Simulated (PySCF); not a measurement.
# CH11GeNSi2: the cost of one run

The runs use PySCF 2.14.0, with density-fitted response routines of our own; the level of theory stands in each step. All values are computed, except where a source is named. Atoms count from 0, in the outputs and in this text.

## Step 1: Starting geometry

16 atoms, charge 0, multiplicity 1; geometry from: GFN2-xTB.

Bonds of the start (Å): C0–Si1 1.90, Si1–Ge2 2.34, Ge2–N3 1.84, N3–Si4 1.73, C0–H5 1.09, C0–H6 1.09, C0–H7 1.09, Si1–H8 1.47, Si1–H9 1.47, Ge2–H10 1.52, Ge2–H11 1.53, N3–H12 1.01, Si4–H13 1.47, Si4–H14 1.46, Si4–H15 1.47.

## Step 2: Ultraviolet spectrum: wB97X-D/def2-SVPD

The job: settings as JSON, then the geometry in Å.

```
{"job": {"kind": "uv", "xc": "wB97X-D", "basis": "def2-SVPD", "nstates": 8, "ntriplets": 3}, "charge": 0, "multiplicity": 1}
C      1.990290    -1.104332    -0.670071
Si     1.464534     0.718078    -0.723750
Ge     0.062355     1.153935     1.103259
N     -1.325662    -0.057367     1.112016
Si    -2.358130    -0.454775    -0.211973
H      2.562715    -1.315644     0.230127
H      2.601184    -1.380888    -1.524162
H      1.114696    -1.748612    -0.659895
H      0.784156     1.020914    -1.990048
H      2.657854     1.573297    -0.652753
H      0.625782     0.981282     2.508521
H     -0.553708     2.552901     1.180556
H     -1.760493    -0.170834     2.014778
H     -1.473444    -0.800052    -1.329443
H     -3.154474    -1.598872     0.235677
H     -3.245253     0.639913    -0.634249
```

Method: TDDFT wB97X-D/def2-SVPD, vertical, gas phase, core orbitals frozen in the response.

The run is started by

```
$ OMP_NUM_THREADS=1 python probes_run.py task.json out
```

One launch serves the whole session: the jobs run in the order shown.

**Question.** How long does this job take on 1 thread of Arm Neoverse N1, shared host, and how much memory does it need?

About 86 s, with a peak of 0.89 GiB.
